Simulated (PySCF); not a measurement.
# CoO₂: relaxation and vibrations of the quartet

Aim: relax CoO₂ as a quartet from a linear start, check by its vibrations whether the end is a minimum, and collect its spectrum and constants.

The runs use PySCF 2.14.0; PBE0, basis Co def2-TZVP, O def2-TZVP, no relativity, density fitting.

## (1) The system as given

3 atoms, charge 0, spin multiplicity 4.

Bond lengths: Co1–O2 1.600 Å, Co1–O3 1.600 Å. Angles: O2–Co1–O3 180.0°.

```xyz
3
charge 0 multiplicity 4
Co    0.0000    0.0000    0.0000
O     0.0000    0.0000    1.6000
O     0.0000    0.0000   -1.6000
```

## (2) The SCF at the typed geometry

One driver script runs all steps and calls PySCF; scf.py shows how it sets up the SCF of each step. The optimiser is the driver's own. After this first run the driver tries any further starts and a stability analysis.

Input file scf.py:

```python
from pyscf import gto, scf, dft
mol = gto.M(atom='''
Co     0.000000     0.000000     0.000000
O      0.000000     0.000000     1.600000
O      0.000000     0.000000    -1.600000''',
    basis={'Co': 'def2-TZVP', 'O': 'def2-TZVP'},
    charge=0, spin=3)
mf = dft.UKS(mol, xc='PBE0')
mf.grids.atom_grid = (50, 194)
aux = {'Co': 'def2-universal-JKFIT', 'O': 'def2-universal-JKFIT'}
mf = mf.density_fit(auxbasis=aux)
mf.conv_tol = 1e-08
mf.diis_space = 10
mf.max_cycle = 60
mf.init_guess = 'minao'
mf.verbose = 4
mf.kernel()
```

On the command line:

```bash
OMP_NUM_THREADS=4 python axn.py task.json out
```

Further steps of the session: Linear start, quartet: relaxation; Relaxing without the symmetry constraint; Vibrations and properties at this point.

Q: Predict the outcome of this session. Wanted: minimum; geometry; wavenumbers; dipole moment; highest occupied, lowest empty level; polar-tensor charge of Co1; zero-point energy; atomisation energy; ⟨S²⟩.

**Answer**, as computed:

| quantity | value |
| --- | --- |
| minimum | broken-symmetry (Ms = 3/2), C∞v |
| geometry | Co–O 1.624 Å, Co–O 1.756 Å; O–Co–O 180.0° |
| wavenumbers (cm⁻¹) | 93, 110, 613, 834 |
| dipole moment | 0.07 D |
| highest occupied, lowest empty level (either spin) | -8.45, -4.27 eV |
| polar-tensor charge of Co1 | +1.05 e |
| zero-point energy | 9.9 kJ/mol |
| entropy at 298.15 K | 274.6 J/(mol K) |
| atomisation energy (no zero-point energy) | 693 kJ/mol |
| ⟨S²⟩ | 4.613 |

What this shows: From D∞h at the start the molecule goes to a C∞v minimum. The determinant is spin-contaminated (⟨S²⟩ = 4.61 against 3.75), so it is no pure spin state. In the infrared the band at 110 cm⁻¹ (bend) leads. The first SCF alone would have been 124 kJ/mol too high. Only this shape and spin were tried, so other structures or states may lie lower. The SCF density has lower symmetry than the nuclear frame. Open d and f shells are described by one determinant, and the ground state may have another occupation or spin.
